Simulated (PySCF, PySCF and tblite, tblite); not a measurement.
# C7H8: telling isomers apart by computed NMR, part 2 of 3

PySCF and tblite. Atoms count from 0. The steps go on from the part before.

### 8 Single-point energy, isomer B, conformer 1: PBE0/def2-SVP in chloroform

Job settings and geometry (Å):

```
{"job": {"xc": "PBE0", "basis": "def2-SVP", "solvent": "chloroform", "kind": "sp"}, "charge": 0, "multiplicity": 1}
C     -2.008663    -1.458721    -0.123944
C     -0.715156    -1.181648    -0.255570
C     -0.082636     0.091163     0.041367
C     -0.918983     1.237052     0.547466
C      1.222322     0.235527    -0.134853
C      2.452073     1.004505    -0.099116
C      2.536214    -0.250568    -0.512197
H     -2.401073    -2.431427    -0.366782
H     -2.722751    -0.734629     0.227625
H     -0.042001    -1.951003    -0.614446
H     -0.298372     2.112819     0.719314
H     -1.407917     0.967339     1.482905
H     -1.690987     1.493673    -0.177082
H      2.937394     1.926643     0.112008
H      3.136124    -1.052737    -0.868606
```

Standard output:

```text
coarse grid: 12568 points
cycle   1  E = -270.8081160911  dE =  1.065e+00  |g| = 3.942e-01  |ddm| = 4.236e+00
cycle   2  E = -270.7986441518  dE =  9.472e-03  |g| = 4.499e-01  |ddm| = 1.086e+00
cycle   3  E = -270.8550608015  dE = -5.642e-02  |g| = 7.802e-02  |ddm| = 6.195e-01
cycle   4  E = -270.8564879405  dE = -1.427e-03  |g| = 2.938e-02  |ddm| = 1.087e-01
cycle   5  E = -270.8566977092  dE = -2.098e-04  |g| = 6.511e-03  |ddm| = 3.128e-02
cycle   6  E = -270.8567076389  dE = -9.930e-06  |g| = 1.503e-03  |ddm| = 7.527e-03
final grid: 121432 points
cycle   7  E = -270.9003672084  dE = -3.525e-05  |g| = 6.744e-03  |ddm| = 4.399e-02
cycle   8  E = -270.9003681212  dE = -9.128e-07  |g| = 6.641e-03  |ddm| = 1.572e-02
cycle   9  E = -270.9003802089  dE = -1.209e-05  |g| = 6.947e-04  |ddm| = 8.064e-03
cycle  10  E = -270.9003803301  dE = -1.212e-07  |g| = 1.482e-04  |ddm| = 8.611e-04
cycle  11  E = -270.9003803348  dE = -4.695e-09  |g| = 5.819e-05  |ddm| = 2.173e-04
cycle  12  E = -270.9003803356  dE = -7.656e-10  |g| = 2.027e-05  |ddm| = 7.850e-05
converged SCF energy = -270.9003803356
```

It took 5.7 s on 1 thread of Arm Neoverse V1, shared host.

Key values: HOMO -5.47 eV, LUMO -0.47 eV; dipole 3.56 D.

### 9 Shieldings, isomer B, conformer 2: WP04/pcSseg-1 in chloroform

Job settings and geometry (Å):

```
{"job": {"xc": "WP04", "basis": "pcSseg-1", "solvent": "chloroform", "kind": "nmr", "pop": false}, "charge": 0, "multiplicity": 1}
C     -1.840832     1.352185     0.000914
C     -1.498561     0.068995     0.055835
C     -0.155786    -0.468306     0.212498
C     -0.029835    -1.971519     0.250219
C      0.921522     0.293725     0.317931
C      2.353842     0.466741     0.472898
C      1.620812     1.564138     0.372057
H     -2.866507     1.656223    -0.118258
H     -1.113319     2.141761     0.072509
H     -2.273326    -0.684250    -0.020745
H     -0.410864    -2.408071    -0.673109
H     -0.607617    -2.381704     1.078582
H      1.008681    -2.268886     0.371158
H      3.312362     0.020927     0.587359
H      1.575014     2.626032     0.347373
```

Standard output:

```text
coarse grid: 12568 points
cycle   1  E = -278.0803650053  dE =  9.665e-01  |g| = 6.529e-01  |ddm| = 3.790e+00
cycle   2  E = -278.0382384378  dE =  4.213e-02  |g| = 7.545e-01  |ddm| = 1.455e+00
cycle   3  E = -278.1957857074  dE = -1.575e-01  |g| = 1.425e-01  |ddm| = 8.987e-01
cycle   4  E = -278.2008693519  dE = -5.084e-03  |g| = 4.045e-02  |ddm| = 1.702e-01
cycle   5  E = -278.2012197067  dE = -3.504e-04  |g| = 1.571e-02  |ddm| = 4.027e-02
cycle   6  E = -278.2012775564  dE = -5.785e-05  |g| = 3.327e-03  |ddm| = 1.489e-02
cycle   7  E = -278.2012797891  dE = -2.233e-06  |g| = 1.409e-03  |ddm| = 3.438e-03
final grid: 121432 points
cycle   8  E = -278.2681598789  dE = -5.708e-05  |g| = 8.313e-03  |ddm| = 5.483e-02
cycle   9  E = -278.2681502709  dE =  9.608e-06  |g| = 1.023e-02  |ddm| = 1.813e-02
cycle  10  E = -278.2681774500  dE = -2.718e-05  |g| = 2.435e-03  |ddm| = 1.079e-02
cycle  11  E = -278.2681789798  dE = -1.530e-06  |g| = 2.298e-04  |ddm| = 2.029e-03
cycle  12  E = -278.2681789892  dE = -9.385e-09  |g| = 1.257e-04  |ddm| = 2.633e-04
cycle  13  E = -278.2681789927  dE = -3.511e-09  |g| = 2.824e-05  |ddm| = 1.069e-04
cycle  14  E = -278.2681789928  dE = -1.484e-10  |g| = 1.462e-05  |ddm| = 3.741e-05
converged SCF energy = -278.2681789928

GIAO shielding tensors (ppm)
atom      isotropic    diamagn.    paramagn.     s11        s22        s33       span
  0 C       69.457     258.066    -188.609    -33.249     82.696    158.925    192.174
  1 C       31.281     253.080    -221.799    -86.325     42.262    137.906    224.231
  2 C       85.721     258.993    -173.271     19.870     86.854    150.440    130.570
  3 C      151.555     247.184     -95.629    134.167    147.222    173.275     39.108
  4 C       56.147     245.072    -188.925    -49.807     20.143    198.104    247.911
  5 C       33.742     258.685    -224.942    -83.184     -2.613    187.024    270.208
  6 C       31.672     256.480    -224.808    -81.886     -2.227    179.129    261.015
  7 H       27.245      29.294      -2.049     25.313     25.966     30.455      5.142
  8 H       26.911      34.869      -7.958     24.558     25.405     30.769      6.211
  9 H       25.962      32.171      -6.209     24.010     24.055     29.821      5.810
 10 H       30.043      29.752       0.292     26.532     28.159     35.439      8.907
 11 H       30.046      28.979       1.066     26.533     28.164     35.440      8.907
 12 H       30.220      30.715      -0.495     25.927     29.602     35.131      9.203
 13 H       23.619      34.006     -10.387     21.627     24.591     24.639      3.012
 14 H       23.542      33.481      -9.939     21.472     24.230     24.923      3.451
```

It took 16 s on 1 thread of Arm Neoverse V1, shared host.

This run: HOMO -6.57 eV, LUMO -2.62 eV; dipole 2.88 D.

### 10 Single-point energy, isomer B, conformer 2: PBE0/def2-SVP in chloroform

The job, as its differences from that of step 9:

```diff
@@ -1,2 +1,2 @@
-{"job": {"xc": "WP04", "basis": "pcSseg-1", "solvent": "chloroform", "kind": "nmr", "pop": false}, "charge": 0, "multiplicity": 1}
+{"job": {"xc": "PBE0", "basis": "def2-SVP", "solvent": "chloroform", "kind": "sp"}, "charge": 0, "multiplicity": 1}
 C     -1.840832     1.352185     0.000914
```

Standard output:

```text
coarse grid: 12568 points
cycle   1  E = -270.8026442309  dE =  1.065e+00  |g| = 3.953e-01  |ddm| = 4.248e+00
cycle   2  E = -270.7961681528  dE =  6.476e-03  |g| = 4.380e-01  |ddm| = 1.075e+00
cycle   3  E = -270.8500945683  dE = -5.393e-02  |g| = 7.404e-02  |ddm| = 5.973e-01
cycle   4  E = -270.8513362964  dE = -1.242e-03  |g| = 3.101e-02  |ddm| = 1.048e-01
cycle   5  E = -270.8515650893  dE = -2.288e-04  |g| = 8.296e-03  |ddm| = 3.509e-02
cycle   6  E = -270.8515817653  dE = -1.668e-05  |g| = 1.674e-03  |ddm| = 8.816e-03
cycle   7  E = -270.8515824329  dE = -6.676e-07  |g| = 6.649e-04  |ddm| = 2.528e-03
final grid: 121432 points
cycle   8  E = -270.8947100845  dE = -2.930e-05  |g| = 6.688e-03  |ddm| = 3.980e-02
cycle   9  E = -270.8947109455  dE = -8.610e-07  |g| = 6.558e-03  |ddm| = 1.635e-02
cycle  10  E = -270.8947228305  dE = -1.188e-05  |g| = 1.087e-03  |ddm| = 8.539e-03
cycle  11  E = -270.8947231409  dE = -3.104e-07  |g| = 1.393e-04  |ddm| = 1.190e-03
cycle  12  E = -270.8947231449  dE = -4.040e-09  |g| = 6.239e-05  |ddm| = 1.856e-04
cycle  13  E = -270.8947231458  dE = -9.095e-10  |g| = 1.267e-05  |ddm| = 6.524e-05
converged SCF energy = -270.8947231458
```

Wall time 6.1 s (1 thread of Arm Neoverse V1, shared host).

This run: HOMO -5.36 eV, LUMO -0.43 eV; dipole 2.88 D.

### 11 Averages, isomer B: properties at WP04/pcSseg-1 in chloroform

Job settings and geometry (Å):

```
{"job": {"study": "conf", "smiles": "C=CC(C)=C1C=C1", "search": {"seed": 9696, "n_embed": 60, "ff_keep": 14, "window": 2.5, "nmax": 6, "temps": [250, 298.15, 350], "t_ref": 298.15, "order": 0.002}, "level": {"nmr": {"xc": "WP04", "basis": "pcSseg-1", "solvent": "chloroform"}, "sp": {"xc": "PBE0", "basis": "def2-SVP", "solvent": "chloroform"}}, "kind": "conf"}, "charge": 0, "multiplicity": 1}
C     -2.008663    -1.458721    -0.123944
C     -0.715156    -1.181648    -0.255570
C     -0.082636     0.091163     0.041367
C     -0.918983     1.237052     0.547466
C      1.222322     0.235527    -0.134853
C      2.452073     1.004505    -0.099116
C      2.536214    -0.250568    -0.512197
H     -2.401073    -2.431427    -0.366782
H     -2.722751    -0.734629     0.227625
H     -0.042001    -1.951003    -0.614446
H     -0.298372     2.112819     0.719314
H     -1.407917     0.967339     1.482905
H     -1.690987     1.493673    -0.177082
H      2.937394     1.926643     0.112008
H      3.136124    -1.052737    -0.868606
```

Standard output:

```text
conformer  sym    E(xTB)   E(DFT)   G(298.15 K)  weight  dipole/D
    1     Cs      0.000    0.000    0.000   0.9949    3.560
    2     Cs      0.838    3.466    3.122   0.0051    2.884

mean shielding (ppm) by class
class atoms           250 K   298.15 K      350 K
  0 C  0             71.405     71.398     71.386
  1 C  1             30.453     30.456     30.461
  2 C  2             81.259     81.274     81.302
  3 C  3            156.001    155.987    155.958
  4 C  4             50.504     50.523     50.559
  5 C  5             33.779     33.779     33.779
  6 C  6              31.75      31.75     31.749
  7 H  7             27.416     27.416     27.415
  8 H  8             27.496     27.494     27.491
  9 H  9             25.529     25.531     25.533
 10 H  10,11,12      30.114     30.114     30.114
 11 H  13            23.736     23.736     23.735
 12 H  14            23.633     23.633     23.632
```

Run time: 45 s. Hardware: 1 thread of Arm Neoverse V1, shared host. This counts the runs that the step sums up.

The search (ETKDG and KDG, MMFF94s, GFN2-xTB) embedded 60 structures, kept 2 distinct ones after the force field and 2 after xTB; 2 were carried on (window 2.5 kcal/mol at the search's own energies). Energies: PBE0/def2-SVP in chloroform with D3(BJ).

Conformer by conformer (298 K):

| no. | group | mirror pair | ΔE xTB | ΔE DFT | ΔG | weight (%) | μ (D) | C0–C1–C2–C3 (°) | A, B, C (GHz) |
| --- | --- | --- | --- | --- | --- | --- | --- | --- | --- |
| 1 | Cs | no | 0.00 | 0.00 | 0.00 | 99.5 | 3.56 | 0 | 5.88, 1.77, 1.37 |
| 2 | Cs | no | 0.84 | 3.47 | 3.12 | 0.5 | 2.88 | 180 | 3.81, 2.41, 1.49 |

Energies in kcal/mol. ΔG holds xTB vibrations and rotation, symmetry numbers and mirror pairs.

Weights (%) by temperature:

| no. | 250 K | 298 K | 350 K |
| --- | --- | --- | --- |
| 1 | 99.8 | 99.5 | 98.9 |
| 2 | 0.2 | 0.5 | 1.1 |

Other ways of weighting, at the same temperature:

| scheme | 1 | 2 | mean μ (D) |
| --- | --- | --- | --- |
| DFT free energy | 99 | 1 | 3.56 |
| DFT energy, symmetry counted | 100 | 0 | 3.56 |
| DFT energy alone | 100 | 0 | 3.56 |
| xTB energy, symmetry counted | 80 | 20 | 3.43 |
| xTB free energy | 70 | 30 | 3.35 |
| lowest conformer only | 100 | 0 | 3.56 |
| equal weights | 50 | 50 | 3.22 |
| conformers found from three starts alone | 100 | 0 | 3.56 |

Shifts against references run at the same level (¹³C TMS 175.7, ¹H TMS 31.98 ppm of shielding), by class of atoms, at 298 K:

| atoms | environment | no. 1 | no. 2 | average |
| --- | --- | --- | --- | --- |
| C1 | alkene CH | 145.2 | 144.4 | 145.2 |
| C6 | alkene CH | 143.9 | 144.0 | 143.9 |
| C5 | alkene CH | 141.9 | 141.9 | 141.9 |
| C4 | fully substituted alkene carbon | 125.2 | 119.5 | 125.2 |
| C0 | terminal =CH2 carbon | 104.3 | 106.2 | 104.3 |
| C2 | fully substituted alkene carbon | 94.4 | 90.0 | 94.4 |
| C3 | allylic methyl carbon | 19.7 | 24.1 | 19.7 |
| H14 | hydrogen on an alkene CH | 8.35 | 8.44 | 8.35 |
| H13 | hydrogen on an alkene CH | 8.25 | 8.36 | 8.25 |
| H9 | hydrogen on an alkene CH | 6.45 | 6.02 | 6.45 |
| H7 | hydrogen on a terminal =CH2 carbon | 4.56 | 4.74 | 4.57 |
| H8 | hydrogen on a terminal =CH2 carbon | 4.48 | 5.07 | 4.49 |
| H10, H11, H12 | hydrogen on an allylic methyl carbon | 1.87 | 1.88 | 1.87 |

Effective distances for nuclear Overhauser effects, ⟨r⁻⁶⟩^(−1/6) over all pairs of two classes (Å): H7···H8 1.83; H7···H9 2.42; H8···H10 2.65; H8···H9 3.06; H13···H14 3.14; H9···H14 3.32; H10···H13 3.81; H9···H10 3.93.

### 12 GFN2-xTB relaxation, isomer C, conformer 1

Job settings and geometry (Å):

```
{"job": {"xc": "GFN2-xTB", "basis": "xTB", "kind": "relax"}, "charge": 0, "multiplicity": 1}
C      2.412000    -0.325900     0.010700
C      1.232300     0.615600    -0.037500
C     -0.051500     0.275900    -0.010200
C     -1.151500     1.244600    -0.062400
C     -2.292600     0.528400    -0.016500
C     -1.983000    -0.884500     0.033100
C     -0.644300    -1.042900     0.038700
H      2.119700    -1.371000     0.060300
H      3.024800    -0.184200    -0.880400
H      3.015900    -0.107300     0.893900
H      1.499200     1.664100    -0.074000
H     -1.056600     2.306100    -0.097500
H     -3.298200     0.931700    -0.030600
H     -2.713300    -1.669300     0.066300
H     -0.117300    -1.973300     0.083900
```

Standard output:

```text
step      E/eV     max force
  0    -516.98631    1.352
  1    -517.00916    0.693
  2    -517.01578    0.176
  3    -517.01906    0.136
  4    -517.02184    0.111
  5    -517.02340    0.083
  6    -517.02418    0.058
  7    -517.02459    0.047
  8    -517.02479    0.036
  9    -517.02479    0.036
 10    -517.02485    0.022
 11    -517.02491    0.016
 12    -517.02494    0.014
 13    -517.02498    0.018
 14    -517.02501    0.015
 15    -517.02503    0.011
 16    -517.02505    0.009
 17    -517.02506    0.007
 18    -517.02507    0.005
 19    -517.02507    0.005
 20    -517.02507    0.004
 21    -517.02507    0.004
 22    -517.02508    0.003
```

Run time: 0.11 s. Hardware: 1 thread of Arm Neoverse V1, shared host.

Relaxing gained 0.039 eV and moved the atoms by 0.02 Å on average (rms).

### 13 Shieldings, isomer C, conformer 1: WP04/pcSseg-1 in chloroform

Job settings and geometry (Å):

```
{"job": {"xc": "WP04", "basis": "pcSseg-1", "solvent": "chloroform", "kind": "nmr", "pop": false}, "charge": 0, "multiplicity": 1}
C      2.408179    -0.320279     0.012464
C      1.256028     0.615412    -0.030099
C     -0.042946     0.281700    -0.015233
C     -1.157003     1.226294    -0.053548
C     -2.305457     0.528022    -0.021479
C     -1.990482    -0.888420     0.036937
C     -0.653962    -1.042658     0.041276
H      2.087750    -1.356203     0.056517
H      3.032369    -0.178206    -0.870464
H      3.028055    -0.102279     0.882961
H      1.516742     1.666680    -0.076489
H     -1.034339     2.292396    -0.098149
H     -3.306342     0.921241    -0.035421
H     -2.731445    -1.667441     0.070369
H     -0.111561    -1.968269     0.078445
```

Standard output:

```text
coarse grid: 12568 points
cycle   1  E = -278.1845997872  dE =  9.377e-01  |g| = 6.372e-01  |ddm| = 3.784e+00
cycle   2  E = -278.1363992983  dE =  4.820e-02  |g| = 7.706e-01  |ddm| = 1.385e+00
cycle   3  E = -278.2875587027  dE = -1.512e-01  |g| = 1.906e-01  |ddm| = 8.270e-01
cycle   4  E = -278.2969076395  dE = -9.349e-03  |g| = 4.685e-02  |ddm| = 1.831e-01
cycle   5  E = -278.2974682547  dE = -5.606e-04  |g| = 1.439e-02  |ddm| = 4.979e-02
cycle   6  E = -278.2975078225  dE = -3.957e-05  |g| = 7.809e-03  |ddm| = 1.704e-02
cycle   7  E = -278.2975234797  dE = -1.566e-05  |g| = 6.137e-04  |ddm| = 6.193e-03
cycle   8  E = -278.2975235661  dE = -8.639e-08  |g| = 2.272e-04  |ddm| = 6.999e-04
final grid: 121432 points
cycle   9  E = -278.3626495078  dE = -7.119e-05  |g| = 8.042e-03  |ddm| = 6.529e-02
cycle  10  E = -278.3626444571  dE =  5.051e-06  |g| = 9.262e-03  |ddm| = 1.624e-02
cycle  11  E = -278.3626662066  dE = -2.175e-05  |g| = 1.883e-03  |ddm| = 9.246e-03
cycle  12  E = -278.3626671339  dE = -9.273e-07  |g| = 4.215e-04  |ddm| = 1.812e-03
cycle  13  E = -278.3626671835  dE = -4.964e-08  |g| = 8.993e-05  |ddm| = 4.349e-04
cycle  14  E = -278.3626671851  dE = -1.619e-09  |g| = 4.413e-05  |ddm| = 9.859e-05
cycle  15  E = -278.3626671856  dE = -4.437e-10  |g| = 1.311e-05  |ddm| = 4.047e-05
converged SCF energy = -278.3626671856

GIAO shielding tensors (ppm)
atom      isotropic    diamagn.    paramagn.     s11        s22        s33       span
  0 C      153.268     249.615     -96.347    134.952    155.388    169.466     34.514
  1 C       22.800     255.107    -232.307    -73.618     -1.937    143.955    217.572
  2 C       22.977     257.213    -234.236    -69.543     15.693    122.782    192.325
  3 C       45.215     250.692    -205.477    -53.755     54.627    134.774    188.529
  4 C       39.359     254.735    -215.376    -60.778     40.951    137.904    198.683
  5 C       36.908     254.508    -217.600    -64.512     38.579    136.656    201.169
  6 C       51.854     251.629    -199.775    -52.212     58.676    149.097    201.309
  7 H       29.493      31.974      -2.480     24.701     30.244     33.535      8.834
  8 H       29.746      27.719       2.026     26.374     27.535     35.329      8.955
  9 H       29.745      27.736       2.009     26.374     27.532     35.330      8.956
 10 H       25.323      32.837      -7.514     22.905     23.723     29.342      6.437
 11 H       25.913      33.035      -7.122     24.759     25.221     27.758      2.999
 12 H       25.610      31.273      -5.663     24.580     24.690     27.560      2.980
 13 H       25.505      31.706      -6.202     24.370     24.444     27.700      3.330
 14 H       25.496      33.838      -8.342     23.575     24.314     28.597      5.022
```

Wall time 16 s (1 thread of Arm Neoverse V1, shared host).

In short: HOMO -7.35 eV, LUMO -3.72 eV; dipole 1.95 D.

### 14 Single-point energy, isomer C, conformer 1: PBE0/def2-SVP in chloroform

The job, as its differences from that of step 13:

```diff
@@ -1,2 +1,2 @@
-{"job": {"xc": "WP04", "basis": "pcSseg-1", "solvent": "chloroform", "kind": "nmr", "pop": false}, "charge": 0, "multiplicity": 1}
+{"job": {"xc": "PBE0", "basis": "def2-SVP", "solvent": "chloroform", "kind": "sp"}, "charge": 0, "multiplicity": 1}
 C      2.408179    -0.320279     0.012464
```

Standard output:

```text
coarse grid: 12568 points
cycle   1  E = -270.9069938850  dE =  1.056e+00  |g| = 3.728e-01  |ddm| = 4.377e+00
cycle   2  E = -270.8993565994  dE =  7.637e-03  |g| = 4.247e-01  |ddm| = 9.163e-01
cycle   3  E = -270.9458472031  dE = -4.649e-02  |g| = 9.759e-02  |ddm| = 5.201e-01
cycle   4  E = -270.9482222041  dE = -2.375e-03  |g| = 2.995e-02  |ddm| = 1.224e-01
cycle   5  E = -270.9484589405  dE = -2.367e-04  |g| = 7.071e-03  |ddm| = 3.754e-02
cycle   6  E = -270.9484695920  dE = -1.065e-05  |g| = 3.139e-03  |ddm| = 9.961e-03
cycle   7  E = -270.9484721502  dE = -2.558e-06  |g| = 3.566e-04  |ddm| = 3.474e-03
final grid: 121432 points
cycle   8  E = -270.9900040200  dE = -3.430e-05  |g| = 6.796e-03  |ddm| = 5.048e-02
cycle   9  E = -270.9900047619  dE = -7.419e-07  |g| = 6.778e-03  |ddm| = 1.474e-02
cycle  10  E = -270.9900169608  dE = -1.220e-05  |g| = 8.804e-04  |ddm| = 7.486e-03
cycle  11  E = -270.9900171544  dE = -1.936e-07  |g| = 2.723e-04  |ddm| = 1.155e-03
cycle  12  E = -270.9900171751  dE = -2.063e-08  |g| = 4.179e-05  |ddm| = 3.489e-04
cycle  13  E = -270.9900171754  dE = -3.876e-10  |g| = 1.917e-05  |ddm| = 6.370e-05
converged SCF energy = -270.9900171754
```

Wall time 5.9 s (1 thread of Arm Neoverse V1, shared host).

In short: HOMO -6.23 eV, LUMO -1.63 eV; dipole 2.08 D.

### 15 The ensemble, isomer C: properties at WP04/pcSseg-1 in chloroform

Job settings and geometry (Å):

```
{"job": {"study": "conf", "smiles": "CC=C1C=CC=C1", "search": {"seed": 9696, "n_embed": 60, "ff_keep": 14, "window": 2.5, "nmax": 6, "temps": [250, 298.15, 350], "t_ref": 298.15, "order": 0.002}, "level": {"nmr": {"xc": "WP04", "basis": "pcSseg-1", "solvent": "chloroform"}, "sp": {"xc": "PBE0", "basis": "def2-SVP", "solvent": "chloroform"}}, "kind": "conf"}, "charge": 0, "multiplicity": 1}
C      2.408179    -0.320279     0.012464
C      1.256028     0.615412    -0.030099
C     -0.042946     0.281700    -0.015233
C     -1.157003     1.226294    -0.053548
C     -2.305457     0.528022    -0.021479
C     -1.990482    -0.888420     0.036937
C     -0.653962    -1.042658     0.041276
H      2.087750    -1.356203     0.056517
H      3.032369    -0.178206    -0.870464
H      3.028055    -0.102279     0.882961
H      1.516742     1.666680    -0.076489
H     -1.034339     2.292396    -0.098149
H     -3.306342     0.921241    -0.035421
H     -2.731445    -1.667441     0.070369
H     -0.111561    -1.968269     0.078445
```

Standard output:

```text
conformer  sym    E(xTB)   E(DFT)   G(298.15 K)  weight  dipole/D
    1     Cs      0.000    0.000    0.000   1.0000    2.078

mean shielding (ppm) by class
class atoms           250 K   298.15 K      350 K
  0 C  0            153.268    153.268    153.268
  1 C  1               22.8       22.8       22.8
  2 C  2             22.977     22.977     22.977
  3 C  3             45.215     45.215     45.215
  4 C  4             39.359     39.359     39.359
  5 C  5             36.908     36.908     36.908
  6 C  6             51.854     51.854     51.854
  7 H  7,8,9         29.662     29.662     29.662
  8 H  10            25.323     25.323     25.323
  9 H  11            25.913     25.913     25.913
 10 H  12             25.61      25.61      25.61
 11 H  13            25.505     25.505     25.505
 12 H  14            25.495     25.495     25.495
```

It took 23 s on 1 thread of Arm Neoverse V1, shared host. This counts the runs that the step sums up.

The search (ETKDG and KDG, MMFF94s, GFN2-xTB) embedded 60 structures, kept 1 distinct ones after the force field and 1 after xTB; 1 was carried on (window 2.5 kcal/mol at the search's own energies). Energies: PBE0/def2-SVP in chloroform with D3(BJ).

The conformers at 298 K:

| no. | group | mirror pair | ΔE xTB | ΔE DFT | ΔG | weight (%) | μ (D) | A, B, C (GHz) |
| --- | --- | --- | --- | --- | --- | --- | --- | --- |
| 1 | Cs | no | 0.00 | 0.00 | 0.00 | 100.0 | 2.08 | 7.26, 1.95, 1.55 |

Energies in kcal/mol. ΔG holds xTB vibrations and rotation, symmetry numbers and mirror pairs.

Shifts against references run at the same level (¹³C TMS 175.7, ¹H TMS 31.98 ppm of shielding), by class of atoms, at 298 K:

| atoms | environment | average |
| --- | --- | --- |
| C1 | alkene CH | 152.9 |
| C2 | fully substituted alkene carbon | 152.7 |
| C5 | alkene CH | 138.8 |
| C4 | alkene CH | 136.3 |
| C3 | alkene CH | 130.5 |
| C6 | alkene CH | 123.8 |
| C0 | allylic methyl carbon | 22.4 |
| H10 | hydrogen on an alkene CH | 6.66 |
| H14 | hydrogen on an alkene CH | 6.49 |
| H13 | hydrogen on an alkene CH | 6.48 |
| H12 | hydrogen on an alkene CH | 6.37 |
| H11 | hydrogen on an alkene CH | 6.07 |
| H7, H8, H9 | hydrogen on an allylic methyl carbon | 2.32 |

Effective distances for nuclear Overhauser effects, ⟨r⁻⁶⟩^(−1/6) over all pairs of two classes (Å): H7···H10 2.63; H10···H11 2.63; H13···H14 2.64; H11···H12 2.65; H12···H13 2.65; H7···H14 2.70; H10···H14 3.99.

[end of part 2 of 3]
